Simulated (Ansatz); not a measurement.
**GaCS (doublet): from Hartree-Fock to the top rungs, cc-pVDZ**

How much of the correlation energy of GaCS (doublet) does each wave-function method recover here?

Method: cc-pVDZ, core rule «outside noble gas», up to 20 orbitals frozen; program: Ansatz 0.2.0, Gaussian basis.

Plan: UHF; CCSD(T) on ROHF; CCSD(T) on UHF; BCCD(T) on ROHF; CISD; CCSDT(Q) on ROHF; CCSDT(Q) on UHF.

24 further runs of the same task are left out: 7 for a known fault of the program, 1 for a mislabelled method, 6 that didn't finish, 10 set aside as unsound or not needed.

## 1. The geometry

The geometry is a PBE0/def2-TZVP stationary point (not a proven minimum) of the parent state, kept for this charge and spin. No spin-orbit coupling is included. The filled d shell of Ga may be among the frozen orbitals whatever the setting's name suggests; the logs give the count.

3 atoms, charge 0, spin multiplicity 2.

Atoms are counted from 1 here; the program's logs count them from 0.

Bond lengths: C1–S2 1.726 Å, C1–Ga3 1.874 Å, S2–Ga3 2.403 Å. Angles: S2–C1–Ga3 83.7°, C1–S2–Ga3 50.8°, C1–Ga3–S2 45.5°.

## 2. UHF

File in.yaml:

```yaml
crystal:
  periodic: [false, false, false]
  atoms:
    - {symbol: C, position_ang: [0.000000, -1.160693, 0.575194]}
    - {symbol: S, position_ang: [0.000000, 0.246092, 1.574708]}
    - {symbol: Ga, position_ang: [0.000000, 0.086769, -0.823279]}
basis:
  gaussian: {orbitals: cc-pVDZ}
magnetization: {spin_polarized: true, initial_magnetization: 1}
hamiltonian: {xc: hf}
output: {orbitals: {seedname: orbitals}}
```

On the command line:

```
$ ansatz run in.yaml --threads 1 --pin off --events-out ev --progress --plain --max-ram 2393MiB
```

Further steps of the session: CCSD(T) on ROHF; CCSD(T) on UHF; BCCD(T) on ROHF; CISD; CCSDT(Q) on ROHF; CCSDT(Q) on UHF.

Before running them: what should the planned runs give, taken together? Wanted: UCCSDT(Q) below the RHF energy; RMP2 from UCCSDT(Q); UMP2 from UCCSDT(Q); RCCSD from UCCSDT(Q); RCCSD(T) from UCCSDT(Q); UCCSD(T) from UCCSDT(Q); RCCSDT(Q) from UCCSDT(Q); T1 diagnostic.

As calculated:

| quantity | value |
| --- | --- |
| UCCSDT(Q) below the RHF energy | -9.2689 eV |
| RMP2 from UCCSDT(Q) | +1288.3 meV |
| UMP2 from UCCSDT(Q) | +1611.2 meV |
| RCCSD from UCCSDT(Q) | +558.8 meV |
| RCCSD(T) from UCCSDT(Q) | +82.1 meV |
| UCCSD(T) from UCCSDT(Q) | +108.4 meV |
| RCCSDT(Q) from UCCSDT(Q) | +13.2 meV |
| levels within 1 kcal/mol (43 meV) | RCCSDT(Q) |
| T1 diagnostic | 0.037 |

**Reading.** RCCSD(T) misses by +82.1 meV, 0.9 % of the correlation energy. CCSD(T) misses by +82.1 meV on the restricted determinant and by +108.4 meV on the unrestricted one; the two need not hold the same state or core. These misses are within one basis, not against nature; the frozen cores of restricted and unrestricted runs differ, which can shift their rows.
